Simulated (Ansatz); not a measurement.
# WS3: the cost of one run

Program: Ansatz 0.2.0. Level of theory: DFT PBEsol, scalar-relativistic, plane waves, PAW. These are calculated values, not measurements.

2 further runs of the same task are left out: 1 that didn't finish, 1 set aside as unsound or not needed.

## 1. Starting point

It takes space group P-3m1 (No. 164, trigonal). The conventional cell has a = 3.146 Å, b = 3.146 Å, c = 23.567 Å, α = 90.00°, β = 90.00°, γ = 120.00°. W (site symmetry 3m) has 6 S at 2.40 Å in its first shell of neighbours. S (site symmetry 3m) is surrounded by 3 W at 2.40 Å.

Coordinates:

```xyz
6
Lattice="3.1459 0.0000 0.0000 -1.5729 2.7244 0.0000 0.0000 0.0000 23.5675" Properties=species:S:1:pos:R:3 pbc="T T T"
W     0.0000    1.8163   14.9553
W     1.5729    0.9081    8.6121
S     0.0000    1.8163    7.0454
S     1.5729    0.9081   13.3875
S     0.0000    1.8163   10.1800
S     1.5729    0.9081   16.5220
```

It goes back to an entry of the Materials Project, which need not be the stable form.

This cell was relaxed beforehand with the same method: volume 33.66 Å³/atom, gap on the mesh 1.52 eV.

## 2. Cutting the slab

Planes are indexed in the bulk's conventional cell (P-3m1 (No. 164)), a = 3.146 Å, b = 3.146 Å, c = 23.567 Å, α = 90.00°, β = 90.00°, γ = 120.00°.

A (001) slab, 37.7 Å thick as cut, with 17 Å of vacuum; its outer planes are S (top) and S (bottom).

The slab as cut. Its planes from the bottom up:

```csv
plane,atoms per cell,height over the lowest (Å)
1,S,0.00
2,S,14.09
3,W,15.66
4,S,17.23
5,S,20.43
6,W,22.00
7,S,23.57
8,S,37.66
```

## 3. Relaxing the clean slab

Contents of input.yaml:

```yaml
crystal:
  lattice:
    - [3.1458813763, 0.0, 0.0]
    - [-1.5729406882, 2.7244131892, 0.0]
    - [0.0, 0.0, 54.6583027773]
  atoms:
    - { symbol: S, position: [0.6666666667, 0.3333333333, 0.1555115978] }
    - { symbol: S, position: [0.3333333333, 0.6666666667, 0.4133103685] }
    - { symbol: W, position: [0.6666666667, 0.3333333333, 0.4419738566] }
    - { symbol: S, position: [0.3333333333, 0.6666666667, 0.4706586241] }
    - { symbol: S, position: [0.6666666667, 0.3333333333, 0.5293413759] }
    - { symbol: W, position: [0.3333333333, 0.6666666667, 0.5580261434] }
    - { symbol: S, position: [0.6666666667, 0.3333333333, 0.5866896315] }
    - { symbol: S, position: [0.3333333333, 0.6666666667, 0.8444884022] }
basis:
  ecutwfc: 420
kpoints:
  mp_grid: { grid: [9, 9, 1] }
hamiltonian:
  xc: pbesol
scf:
  occupations: { method: gaussian, width: 0.05 }
output:
  forces: true
  eigenvalues: true
  write_density: true
  write_potential: true
  elf: true
  volumetric_format: npy
relax:
  adjacent_minimum: "off"
  f_tol: 0.03
  max_steps: 70
  constraints: [{ sites: [0, 1, 2, 3] }]
efield:
  axis: 3
  dipole_correction: true
  ramp_width: 0.04
```

On the command line:

```console
$ ansatz run input.yaml --threads 2 --pin off --max-ram 5120MiB --backend cpu --events-out ev --progress --plain --runs-dir out
```

What time and memory should one allow on 2 threads of Intel Xeon at 2.50GHz (Skylake/Cascade Lake), shared host?

About 100 s, with a peak of 0.73 GiB.
